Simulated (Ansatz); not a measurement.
This Ansatz 0.2.0 run on HfB needs a look.

File input.yaml:

```yaml
crystal:
  lattice:
    - [0.0, 2.31, 2.31]
    - [2.31, 0.0, 2.31]
    - [2.31, 2.31, 0.0]
  atoms:
    - { symbol: Hf, position: [0.5, 0.5, 0.5] }
    - { symbol: B, position: [0.0, 0.0, 0.0] }
hamiltonian:
  xc: PBE-sol
  pseudopotentials: { kind: paw }
kpoints:
  mp_grid: { grid: [10, 10, 10] }
  band_path:
    path:
      - [[0.0, 0.0, 0.0], [0.5, 0.0, 0.5], [0.5, 0.25, 0.75], [0.375, 0.375, 0.75], [0.0, 0.0, 0.0], [0.5, 0.5, 0.5], [0.625, 0.25, 0.625], [0.5, 0.25, 0.75], [0.5, 0.5, 0.5], [0.375, 0.375, 0.75]]
      - [[0.625, 0.25, 0.625], [0.5, 0.0, 0.5]]
    npoints: 14
scf:
  occupations: { method: fermi_dirac, width: 0.05 }
  n_extra_bands: 6
  max_iter: 50
output:
  forces: true
  stress: true
  eigenvalues: true
  fatbands: false
```

Potentials or basis: Ansatz PAW.

The run is started by

```console
$ ansatz run input.yaml --threads 2 --pin off --max-ram 5632MiB --backend cpu --events-out ev --progress --plain --runs-dir out
```

Output:

```text
Error: YAML parse error: error: line 10 column 7: hamiltonian.xc: unknown variant `PBE-sol`, expected one of `lda`, `lda-pw`, `pw92`, `pbe`, `pbesol`, `rpbe`, `revpbe`, `blyp`, `pbe0`, `revpbe0`, `b3lyp`, `b3lyp5`, `hse06`, `wpbeh`, `hiss`, `lc_wpbe`, `cam_b3lyp`, `hf`, `r2scan`, `r2scanh`, `r2scan0`, `r2scan50`, `mr2scan`
  --> <input>:10:7
   |
 8 |     - { symbol: B, position: [0.0, 0.0, 0.0] }
 9 | hamiltonian:
10 |   xc: PBE-sol
   |       ^ hamiltonian.xc: unknown variant `PBE-sol`, expected one of `lda`, `lda-pw`, `pw92`, `pbe`, `pbesol`, `rpbe`, `revpbe`, `blyp`, `pbe0`, `revpbe0`, `b3lyp`, `b3lyp5`, `hse06`, `wpbeh`, `hiss`, `lc_wpbe`, `cam_b3lyp`, `hf`, `r2scan`, `r2scanh`, `r2scan0`, `r2scan50`, `mr2scan`
11 |   pseudopotentials: { kind: paw }
12 | kpoints:
   |
```

What happened, and what is wrong with the input?

The program refused the input. The input holds a flaw that was put in on purpose: an unknown functional (hamiltonian.xc = PBE-sol).
